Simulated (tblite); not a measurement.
# C2H7FOSi3: the cost of one run

Computed with tblite 0.8.0 and PySCF 2.14.0, with density-fitted response routines of our own, on a single molecule in the gas phase. Atoms count from 0, in the outputs and in this text.

**1. The starting structure**

14 atoms, charge 0, multiplicity 1; geometry from: force field or distance geometry start.

Bonds of the start (Å): C0–C1 1.20, C1–Si2 1.83, Si2–O3 1.71, O3–Si4 1.72, Si4–Si5 2.24, Si5–F6 1.68, C0–H7 1.06, Si2–H8 1.47, Si2–H9 1.46, Si4–H10 1.46, Si4–H11 1.48, Si5–H12 1.47, Si5–H13 1.48.

**2. Optimising the geometry with GFN2-xTB**

What the job is given:

```
{"job": {"kind": "relax", "xc": "GFN2-xTB", "basis": "xTB"}, "charge": 0, "multiplicity": 1}
C      3.431800     1.064500    -0.209400
C      2.667500     0.262700     0.259400
Si     1.526400    -0.966700     0.980100
O      0.063900    -0.145400     1.290000
Si    -1.220500    -0.716800     0.290800
Si    -2.605200     1.021900     0.030700
F     -4.121400     0.590500    -0.536800
H      4.077700     1.797500    -0.621900
H      1.332900    -2.112200     0.072300
H      2.075300    -1.380800     2.271700
H     -1.824600    -1.837500     0.997000
H     -0.720700    -1.178800    -1.017800
H     -1.976400     1.956700    -0.916400
H     -2.707400     1.643800     1.368200
```

Command:

```bash
$ OMP_NUM_THREADS=1 python probes_run.py task.json out
```

This one command runs all jobs of the session in turn.

**Question.** How long does this first job take on 1 thread of Arm Neoverse V1, shared host, and how much memory does it need?

About 1 s, with a peak of 0.18 GiB.
